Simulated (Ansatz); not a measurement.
# GeHP2: the cost of one run

Method: cc-pVDZ, all electrons in the functionals, frozen cores in the correlation of double hybrids and RPA; program: Ansatz 0.2.0, Gaussian basis.

To be run: wB97M-V, B2PLYP, RPA-PBE, at charge 0, doublet; charge 0, quartet; charge 1, singlet; charge 1, triplet; displaced geometry v1; displaced geometry v2.

27 further runs of the same task are left out: 13 that didn't finish, 14 set aside as unsound or not needed.

## Step 1: The system

The geometry is a PBE0/def2-TZVP stationary point (not a proven minimum). No spin-orbit coupling is included. The filled d shell of Ge may be among the frozen orbitals whatever the setting's name suggests; the logs give the count.

4 atoms, charge 0, spin multiplicity 2.

Atoms are counted from 1 here; the program's logs count them from 0.

Bond lengths: Ge1–P2 2.394 Å, Ge1–H4 1.610 Å, P2–P3 1.995 Å. Angles: P2–Ge1–H4 91.0°, Ge1–P2–P3 88.7°.

No dispersion term is added; wB97M-V holds VV10 nonlocal correlation.

The geometry shown and the zero of energy belong to the point charge 0, doublet. The yardstick, RCCSDT(Q), and other wave-function levels (R restricted, U unrestricted, valence and pair active spaces) come from earlier runs.

## Step 2: wB97M-V, charge 0, doublet

in.yaml reads:

```yaml
crystal:
  periodic: [false, false, false]
  atoms:
    - {symbol: Ge, position_ang: [0.000000, -0.188786, 1.154883]}
    - {symbol: P, position_ang: [0.000000, 1.063913, -0.884682]}
    - {symbol: P, position_ang: [0.000000, -0.659193, -1.889534]}
    - {symbol: H, position_ang: [0.000000, 1.168412, 2.021166]}
basis:
  gaussian: {orbitals: cc-pVDZ}
magnetization: {spin_polarized: true, initial_magnetization: 1}
hamiltonian: {xc: {name: wB97M-V}}
output: {orbitals: {seedname: orbitals}}
```

Command:

```
ansatz run in.yaml --threads 1 --pin off --events-out ev --progress --plain --max-ram 2393MiB
```

**Question.** How long does this run take on 1 thread of Arm Neoverse V1, shared host, and how much memory does it need?

About 31 s, with a peak of 0.34 GiB.
